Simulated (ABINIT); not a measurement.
## BW2: relaxation of cell and atoms with LDA

BW2:

```
W B
1.0
    -2.78400    2.78400    2.37200
     2.78400   -2.78400    2.37200
     2.78400    2.78400   -2.37200
W B
4 2
Direct
  0.83080 0.66920 0.50000
  0.33080 0.83080 0.16160
  0.16920 0.33080 0.50000
  0.66920 0.16920 0.83840
  0.75000 0.75000 0.00000
  0.25000 0.25000 0.00000
```

```
Program                     : ABINIT 10.8.3 (patched build)
Task                        : relaxation of cell and atoms
Functional                  : LDA
Potentials or basis         : JTH PAW LDA v2.0
Cutoff                      : 435 eV
k mesh                      : 7 × 7 × 7
Occupations                 : fermi-dirac, width 0.05 eV
Spin                        : no spin polarisation
Cell freedom (optcell)      : 2
Cutoff smearing ecutsm (Ha) : 0.5
Optimiser (ionmov)          : 2
Force stop (Ha/bohr)        : 0.0001
Fine-grid cutoff            : 870.764 eV
```

* Relaxed volume: 11.94 Å³/atom
* Relaxed cell: a = 4.554 Å, b = 4.554 Å, c = 4.554 Å, α = 105.62°, β = 105.62°, γ = 117.49°
* Space group after relaxing (to 0.05 Å): I4/mcm (No. 140)
* Energy gained by relaxing: 9.8 meV/atom
* Ionic steps: 7
* Pressure after relaxing: 0.0 GPa
* Band gap on the k mesh: none (metal or under the smearing width)
* Valence electrons inside the program's atomic spheres: W 11.89; B 1.79

The path:
```
step  energy change (eV)  largest force (eV/Å)  pressure (GPa)  volume (Å³)
   1              0.0000                0.1482           -9.04        73.54
   2             -0.0570                0.0726            0.47        71.52
   3             -0.0580                0.0616            0.07        71.60
   4             -0.0589                0.0249           -0.13        71.65
   5             -0.0589                0.0140           -0.03        71.63
   6             -0.0589                0.0053            0.02        71.62
   7             -0.0589                0.0010            0.02        71.62
```

Final structure:
```
W B
1.0
    -2.75283    2.75283    2.36279
     2.75283   -2.75283    2.36279
     2.75283    2.75283   -2.36279
W B
4 2
Cartesian
  0.9352 1.8177 2.3628
  1.8177 -0.9352 2.3628
  1.8177 0.9352 0.0000
  0.9352 3.6880 0.0000
  0.0000 0.0000 3.5442
  0.0000 0.0000 1.1814
```

Levels at points of the mesh, in eV from the Fermi level:
```
           k point  band 29  band 30  band 31  band 32  band 33  band 34
(0.00, 0.00, 0.00)    -1.63    -1.20     0.01     0.81     0.81     1.43
```

It took 3.3 min on 4 MPI ranks on Arm Neoverse V2 (shared host), peak memory 0.48 GiB a rank.

The run has no spin-orbit coupling, so splittings on W are missing. Zero-point motion and thermal expansion aren't in these numbers.
